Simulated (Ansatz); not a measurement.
# GaH3+ (doublet): wave-function methods side by side at distance Ga1–H3 = 2.118 Å, cc-pVTZ

An exercise on one series of results from a longer session: the logs are not shown, and one member is left open.

Program: Ansatz 0.2.0, Gaussian basis. Level of theory: cc-pVTZ, core rule «outside noble gas», up to 14 orbitals frozen. These are calculated values, not measurements.

Plan: UHF; CCSD(T) on ROHF; CCSD(T) on UHF; BCCD(T) on ROHF; CCSDT(Q) on ROHF; CCSDT(Q) on UHF; CASSCF and NEVPT2, 3 electrons in 3 orbitals.

21 further runs of the same task are left out: 10 for a known fault of the program, 6 that didn't finish, 5 set aside as unsound or not needed.

## What is computed

The geometry derives from a PBE0/def2-TZVP stationary point (not a proven minimum). One bond is set to the value named and the two fragments are kept rigid. No spin-orbit coupling is included. The filled d shell of Ga may be among the frozen orbitals whatever the setting's name suggests; the logs give the count.

4 atoms, charge 1, spin multiplicity 2.

Atoms are counted from 1 here; the program's logs count them from 0.

Bond lengths: Ga1–H4 1.532 Å.

Set-up of the first run:

Input file in.yaml:

```yaml
crystal:
  periodic: [false, false, false]
  atoms:
    - {symbol: Ga, position_ang: [0.000000, 0.024686, 0.008093]}
    - {symbol: H, position_ang: [0.000000, -2.047905, 0.008093]}
    - {symbol: H, position_ang: [0.000000, 0.193492, -2.103169]}
    - {symbol: H, position_ang: [0.000000, 0.146791, 1.535263]}
basis:
  gaussian: {orbitals: cc-pVTZ}
total_charge: 1
magnetization: {spin_polarized: true, initial_magnetization: 1}
hamiltonian: {xc: hf}
output: {orbitals: {seedname: orbitals}}
```

Command:

```
ansatz run in.yaml --threads 1 --pin off --events-out ev --progress --plain --max-ram 2393MiB
```

Among the steps run: UHF; CCSD(T) on ROHF; CCSD(T) on UHF; BCCD(T) on ROHF; CCSDT(Q) on ROHF; CCSDT(Q) on UHF; CASSCF and NEVPT2, 3 electrons in 3 orbitals.

One of the session's tables, all rows but one given; the rest of the session is left out.

| method | from UCCSDT(Q) (meV) |
| --- | --- |
| ROHF | +2539.6 |
| UHF | +2394.7 |
| RMP2 | +714.7 |
| UMP2 | +863.9 |
| RCCSD | +72.4 |
| UCCSD | +77.2 |
| RCCSD(T) | +20.1 |
| UCCSD(T) | +24.6 |
| BCCD(T) | +17.8 |
| RCCSDT | ? |
| UCCSDT | +2.0 |
| RCCSDT(Q) | -2.4 |
| UCCSDT(Q) | 0 |
| CASSCF pair | +1705.8 |
| NEVPT2 pair | +494.3 |

**Question.** Estimate the row for RCCSDT.

As computed: from UCCSDT(Q) (meV): -0.7. In the column «from UCCSDT(Q) (meV)» it lies between RCCSDT(Q) (-2.4) and UCCSDT(Q) (0).

Caveats from the session: Restricted and unrestricted rows rest on different reference determinants; where their highest levels disagree by more than a few hundredths of an eV, they describe different states and don't form one ladder.
